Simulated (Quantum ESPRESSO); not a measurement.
A run of Quantum ESPRESSO 7.5:

Contents of pw.in:

```
&CONTROL
  calculation = 'scf'
  prefix = 'pwscf'
  outdir = './tmp'
  pseudo_dir = './pseudo'
  tprnfor = .true.
  tstress = .true.
  disk_io = 'low'
/
&SYSTEM
  ibrav = 0
  nat = 1
  ntyp = 1
  ecutwfc = 45
  ecutrho = 360
  nbnd = 6
  occupations = 'smearing'
  smearing = 'mp'
  degauss = 0.01999163
/
&ELECTRONS
  conv_thr = 2d-10
  electron_maxstep = 120
  mixing_beta = 0.5
/
ATOMIC_SPECIES
Al    26.9815 al_pbe_v1.uspp.F.UPF
CELL_PARAMETERS angstrom
   0.0000000000    2.0250000000    2.0250000000
   2.0250000000    0.0000000000    2.0250000000
   2.0250000000    2.0250000000    0.0000000000
ATOMIC_POSITIONS crystal
Al     0.0000000000    0.0000000000    0.0000000000
K_POINTS automatic
12 12 12 0 0 0
```

scf2.in

```
&CONTROL
  calculation = 'scf'
  prefix = 'pwscf'
  outdir = './tmp'
  pseudo_dir = './pseudo'
  tprnfor = .true.
  tstress = .true.
  disk_io = 'low'
/
&SYSTEM
  ibrav = 0
  nat = 1
  ntyp = 1
  ecutwfc = 45
  ecutrho = 360
  nbnd = 6
  occupations = 'smearing'
  smearing = 'mp'
  degauss = 0.01999163
/
&ELECTRONS
  conv_thr = 1d-13
  electron_maxstep = 120
  mixing_beta = 0.5
  startingpot = 'file'
  startingwfc = 'file'
/
ATOMIC_SPECIES
Al    26.9815 al_pbe_v1.uspp.F.UPF
CELL_PARAMETERS angstrom
   0.0000000000    2.0250000000    2.0250000000
   2.0250000000    0.0000000000    2.0250000000
   2.0250000000    2.0250000000    0.0000000000
ATOMIC_POSITIONS crystal
Al     0.0000000000    0.0000000000    0.0000000000
K_POINTS automatic
12 12 12 0 0 0
```

File dense.in:

```
&CONTROL
  calculation = 'scf'
  prefix = 'pwscf'
  outdir = './tmp'
  pseudo_dir = './pseudo'
  tprnfor = .true.
  tstress = .true.
  disk_io = 'low'
/
&SYSTEM
  ibrav = 0
  nat = 1
  ntyp = 1
  ecutwfc = 45
  ecutrho = 360
  nbnd = 6
  occupations = 'smearing'
  smearing = 'mp'
  degauss = 0.01999163
  la2F = .true.
/
&ELECTRONS
  conv_thr = 1d-12
  electron_maxstep = 120
  mixing_beta = 0.5
  startingpot = 'file'
/
ATOMIC_SPECIES
Al    26.9815 al_pbe_v1.uspp.F.UPF
CELL_PARAMETERS angstrom
   0.0000000000    2.0250000000    2.0250000000
   2.0250000000    0.0000000000    2.0250000000
   2.0250000000    2.0250000000    0.0000000000
ATOMIC_POSITIONS crystal
Al     0.0000000000    0.0000000000    0.0000000000
K_POINTS automatic
36 36 36 0 0 0
```

File scf3.in:

```
&CONTROL
  calculation = 'scf'
  prefix = 'pwscf'
  outdir = './tmp'
  pseudo_dir = './pseudo'
  tprnfor = .true.
  tstress = .true.
  disk_io = 'low'
/
&SYSTEM
  ibrav = 0
  nat = 1
  ntyp = 1
  ecutwfc = 45
  ecutrho = 360
  nbnd = 6
  occupations = 'smearing'
  smearing = 'mp'
  degauss = 0.01999163
/
&ELECTRONS
  conv_thr = 1d-12
  electron_maxstep = 120
  mixing_beta = 0.5
  startingpot = 'file'
/
ATOMIC_SPECIES
Al    26.9815 al_pbe_v1.uspp.F.UPF
CELL_PARAMETERS angstrom
   0.0000000000    2.0250000000    2.0250000000
   2.0250000000    0.0000000000    2.0250000000
   2.0250000000    2.0250000000    0.0000000000
ATOMIC_POSITIONS crystal
Al     0.0000000000    0.0000000000    0.0000000000
K_POINTS automatic
12 12 12 0 0 0
```

File ph.in:

```
phonon_bands of Al
&INPUTPH
  prefix = 'pwscf'
  outdir = './tmp'
  tr2_ph = 1d-18
  fildyn = 'dyn'
  niter_ph = 90
  alpha_mix(1) = 0.4
  ldisp = .true.
  nq1 = 4
  nq2 = 4
  nq3 = 4
  electron_phonon = 'interpolated'
  el_ph_sigma = 0.005
  el_ph_nsigma = 10
  fildvscf = 'dvscf'
/
```

The input q2r.in:

```
&INPUT
  fildyn = 'dyn'
  zasr = 'crystal'
  flfrc = 'fc'
  la2F = .true.
/
```

File matdyn.in:

```
&INPUT
  asr = 'crystal'
  flfrc = 'fc'
  flfrq = 'freq'
  q_in_cryst_coord = .true.
  flvec = ' '
/
80
 0.0000000000  0.0000000000  0.0000000000
 0.0454545455  0.0000000000  0.0454545455
 0.0909090909  0.0000000000  0.0909090909
 0.1363636364  0.0000000000  0.1363636364
 0.1818181818  0.0000000000  0.1818181818
 0.2272727273  0.0000000000  0.2272727273
 0.2727272727  0.0000000000  0.2727272727
 0.3181818182  0.0000000000  0.3181818182
 0.3636363636  0.0000000000  0.3636363636
 0.4090909091  0.0000000000  0.4090909091
 0.4545454545  0.0000000000  0.4545454545
 0.5000000000  0.0000000000  0.5000000000
 0.5000000000  0.0500000000  0.5500000000
 0.5000000000  0.1000000000  0.6000000000
 0.5000000000  0.1500000000  0.6500000000
 0.5000000000  0.2000000000  0.7000000000
 0.5000000000  0.2500000000  0.7500000000
 0.4687500000  0.2812500000  0.7500000000
 0.4375000000  0.3125000000  0.7500000000
 0.4062500000  0.3437500000  0.7500000000
 0.3750000000  0.3750000000  0.7500000000
 0.3461538462  0.3461538462  0.6923076923
 0.3173076923  0.3173076923  0.6346153846
 0.2884615385  0.2884615385  0.5769230769
 0.2596153846  0.2596153846  0.5192307692
 0.2307692308  0.2307692308  0.4615384615
 0.2019230769  0.2019230769  0.4038461538
 0.1730769231  0.1730769231  0.3461538462
 0.1442307692  0.1442307692  0.2884615385
 0.1153846154  0.1153846154  0.2307692308
 0.0865384615  0.0865384615  0.1730769231
 0.0576923077  0.0576923077  0.1153846154
 0.0288461538  0.0288461538  0.0576923077
 0.0000000000  0.0000000000  0.0000000000
 0.0454545455  0.0454545455  0.0454545455
 0.0909090909  0.0909090909  0.0909090909
 0.1363636364  0.1363636364  0.1363636364
 0.1818181818  0.1818181818  0.1818181818
 0.2272727273  0.2272727273  0.2272727273
 0.2727272727  0.2727272727  0.2727272727
 0.3181818182  0.3181818182  0.3181818182
 0.3636363636  0.3636363636  0.3636363636
 0.4090909091  0.4090909091  0.4090909091
 0.4545454545  0.4545454545  0.4545454545
 0.5000000000  0.5000000000  0.5000000000
 0.5178571429  0.4642857143  0.5178571429
 0.5357142857  0.4285714286  0.5357142857
 0.5535714286  0.3928571429  0.5535714286
 0.5714285714  0.3571428571  0.5714285714
 0.5892857143  0.3214285714  0.5892857143
 0.6071428571  0.2857142857  0.6071428571
 0.6250000000  0.2500000000  0.6250000000
 0.5937500000  0.2500000000  0.6562500000
 0.5625000000  0.2500000000  0.6875000000
 0.5312500000  0.2500000000  0.7187500000
 0.5000000000  0.2500000000  0.7500000000
 0.5000000000  0.2750000000  0.7250000000
 0.5000000000  0.3000000000  0.7000000000
 0.5000000000  0.3250000000  0.6750000000
 0.5000000000  0.3500000000  0.6500000000
 0.5000000000  0.3750000000  0.6250000000
 0.5000000000  0.4000000000  0.6000000000
 0.5000000000  0.4250000000  0.5750000000
 0.5000000000  0.4500000000  0.5500000000
 0.5000000000  0.4750000000  0.5250000000
 0.5000000000  0.5000000000  0.5000000000
 0.4861111111  0.4861111111  0.5277777778
 0.4722222222  0.4722222222  0.5555555556
 0.4583333333  0.4583333333  0.5833333333
 0.4444444444  0.4444444444  0.6111111111
 0.4305555556  0.4305555556  0.6388888889
 0.4166666667  0.4166666667  0.6666666667
 0.4027777778  0.4027777778  0.6944444444
 0.3888888889  0.3888888889  0.7222222222
 0.3750000000  0.3750000000  0.7500000000
 0.6250000000  0.2500000000  0.6250000000
 0.5937500000  0.1875000000  0.5937500000
 0.5625000000  0.1250000000  0.5625000000
 0.5312500000  0.0625000000  0.5312500000
 0.5000000000  0.0000000000  0.5000000000
```

File matdyn_dos.in:

```
&INPUT
  asr = 'crystal'
  flfrc = 'fc'
  dos = .true.
  fldos = 'phdos'
  nk1 = 18
  nk2 = 18
  nk3 = 18
  deltaE = 1
  flvec = ' '
  flfrq = ' '
/
```

Contents of matdyn_a2f.in:

```
&INPUT
  asr = 'crystal'
  flfrc = 'fc'
  la2F = .true.
  dos = .true.
  fldos = 'dos2'
  nk1 = 14
  nk2 = 14
  nk3 = 14
  ndos = 60
  el_ph_nsigma = 10
  flfrq = 'dosfreq2'
  flvec = ' '
/
```

The input matdyn_mesh.in:

```
&INPUT
  asr = 'crystal'
  flfrc = 'fc'
  flfrq = 'mesh'
  q_in_cryst_coord = .true.
  flvec = ' '
/
1000
 0.05000000  0.05000000  0.05000000
 0.05000000  0.05000000  0.15000000
 0.05000000  0.05000000  0.25000000
[... 997 further points of the even 10 x 10 x 10 mesh, shifted by half a step ...]
```

Potentials or basis: GBRV 1.5 PBE.

Command:

```console
$ OMP_NUM_THREADS=1 mpirun -n 4 pw.x -nk 4 -in pw.in > pw.out
$ OMP_NUM_THREADS=1 mpirun -n 4 pw.x -nk 4 -in scf2.in > scf2.out
$ OMP_NUM_THREADS=1 mpirun -n 4 pw.x -nk 4 -in dense.in > dense.out
$ OMP_NUM_THREADS=1 mpirun -n 4 pw.x -nk 4 -in scf3.in > scf3.out
$ OMP_NUM_THREADS=1 mpirun -n 4 ph.x -nk 4 -in ph.in > ph.out
$ OMP_NUM_THREADS=1 mpirun -n 1 q2r.x -in q2r.in > q2r.out
$ OMP_NUM_THREADS=1 mpirun -n 1 matdyn.x -in matdyn.in > matdyn.out
$ OMP_NUM_THREADS=1 mpirun -n 1 matdyn.x -in matdyn_dos.in > matdyn_dos.out
$ OMP_NUM_THREADS=1 mpirun -n 1 matdyn.x -in matdyn_a2f.in > matdyn_a2f.out
$ OMP_NUM_THREADS=1 mpirun -n 1 matdyn.x -in matdyn_mesh.in > matdyn_mesh.out
```

Hardware: 4 MPI ranks on AMD EPYC 7R43 64-Core Processor (Zen 3) (shared host).

How long does it take, and how much memory?

It took 13 min on 4 MPI ranks on AMD EPYC 7R43 64-Core Processor (Zen 3), with other jobs on the host, peak memory 0.28 GiB a rank. Counts: scf iterations 16, k pools 4, bands 6, k points 72, g dense 12939.
